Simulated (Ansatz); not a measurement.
# BAs: how the settings move a single-point run

Aim: see which settings change the result for BAs, by how much, and at what cost.

Method: reference: DFT, HSE06, plane waves, PAW, in Ansatz 0.2.0.

6 further runs of the same task are left out: 1 for a known fault of the program, 5 that didn't finish.

**1. Starting point**

Symmetry: F-43m, No. 216, cubic system. The conventional cell has a = 4.784 Å, b = 4.784 Å, c = 4.784 Å, α = 90.00°, β = 90.00°, γ = 90.00°. B (site symmetry -43m) is surrounded by 4 As at 2.07 Å. As (site symmetry -43m) has 4 B at 2.07 Å as nearest neighbours.

Structure file:

```xyz
2
Lattice="0.0000 2.3919 2.3919 2.3919 0.0000 2.3919 2.3919 2.3919 0.0000" Properties=species:S:1:pos:R:3 pbc="T T T"
B     0.0000    0.0000    0.0000
As    1.1959    1.1959    1.1959
```

**2. Baseline**

input.yaml

```yaml
crystal:
  lattice:
    - [0.0, 2.3918698977, 2.3918698977]
    - [2.3918698977, 0.0, 2.3918698977]
    - [2.3918698977, 2.3918698977, 0.0]
  atoms:
    - { symbol: B, position: [0.0, 0.0, 0.0] }
    - { symbol: As, position: [0.25, 0.25, 0.25] }
kpoints:
  mp_grid: { grid: [4, 4, 4] }
hamiltonian:
  xc: hse06
scf:
  occupations: { method: fixed }
  n_extra_bands: 4
output:
  forces: true
  stress: true
  eigenvalues: true
```

On the command line:

```bash
> ansatz run input.yaml --threads 4 --pin off --max-ram 3686MiB --backend cpu --events-out ev --progress --plain --runs-dir out
```

**3. Variant: ecutfock_ratio 4**

input.yaml: that of step 2 with these lines changed.

```diff
@@ -15,2 +15,3 @@
   n_extra_bands: 4
+  exx: { ecutfock_ratio: 4 }
 output:
```

**4. Changed: exchange pbe, correlation pbe, coeff 0.15, omega 0.3**

input.yaml: that of step 2 with these lines changed.

```diff
@@ -11,3 +11,3 @@
 hamiltonian:
-  xc: hse06
+  xc: { exchange: pbe, correlation: pbe, exx: { coeff: 0.15, omega: 0.3 } }
 scf:
```

**5. Variant: exchange pbe, correlation pbe, coeff 0.75, omega 0.3**

input.yaml: that of step 2 with these lines changed.

```diff
@@ -11,3 +11,3 @@
 hamiltonian:
-  xc: hse06
+  xc: { exchange: pbe, correlation: pbe, exx: { coeff: 0.75, omega: 0.3 } }
 scf:
```

**6. Changed: exchange pbe, correlation pbe, coeff 0.35**

input.yaml: that of step 2 with these lines changed.

```diff
@@ -11,3 +11,3 @@
 hamiltonian:
-  xc: hse06
+  xc: { exchange: pbe, correlation: pbe, exx: { coeff: 0.35 } }
 scf:
```

**7. Changed: occupations.method fermi_dirac, occupations.width 0.2**

input.yaml: that of step 2 with these lines changed.

```diff
@@ -13,3 +13,3 @@
 scf:
-  occupations: { method: fixed }
+  occupations: { method: fermi_dirac, width: 0.2 }
   n_extra_bands: 4
```

**Question.** What will these runs give? Wanted: for each run, ending; energy change; pressure; gap; force.

The runs gave:

| run | ending | energy change | pressure (GPa) | gap (eV) | force (eV/Å) | cycles | time |
| --- | --- | --- | --- | --- | --- | --- | --- |
| reference | converged | 0 | -0.5 | 2.11 | 0.00 | 12 | 2.3 s |
| 1: ecutfock_ratio 4 | converged | - | -0.5 | 2.11 | 0.00 | 12 | 2.7 s |
| 2: exchange pbe, correlation pbe, coeff 0.15, omega 0.3 | converged | not comparable | 1.0 | 1.72 | 0.00 | 12 | 2.2 s |
| 3: exchange pbe, correlation pbe, coeff 0.75, omega 0.3 | converged | not comparable | -5.1 | 3.01 | 0.00 | 17 | 2.7 s |
| 4: exchange pbe, correlation pbe, coeff 0.35 | converged | not comparable | -1.8 | 3.40 | 0.00 | 15 | 2.4 s |
| 5: occupations.method fermi_dirac, occupations.width 0.2 | converged | +0.3 meV/atom (σ→0) | -0.5 | 2.11 | 0.00 | 12 | 2.3 s |

Residual by cycle in the longest SCF loop of each run; runs are numbered as in the table. The quantity is the density residual dr2, in eV.

| cycle | reference | run 1 | run 2 | run 3 | run 4 | run 5 |
| --- | --- | --- | --- | --- | --- | --- |
| 1 | 0.0059 | 0.0059 | 0.00216 | 0.0374 | 0.00977 | 0.0059 |
| 2 | 0.00167 | 0.00167 | 6.7e-4 | 0.00863 | 0.00249 | 0.00166 |
| 3 | 3.6e-4 | 3.6e-4 | 8.4e-5 | 0.00801 | 0.00149 | 3.8e-4 |
| 4 | 5.0e-5 | 5.0e-5 | 3.1e-5 | 0.00119 | 1.7e-4 | 5.3e-5 |
| 5 | 1.8e-6 | 1.8e-6 | 5.8e-6 | 5.0e-4 | 3.8e-5 | 1.9e-6 |
| 6 | - | - | 3.6e-7 | 1.2e-4 | 6.4e-6 | - |
| 7 | - | - | - | 2.6e-5 | - | - |

**Reading.** «occupations.method fermi_dirac, occupations.width 0.2» moves the energy by +0.3 meV/atom.
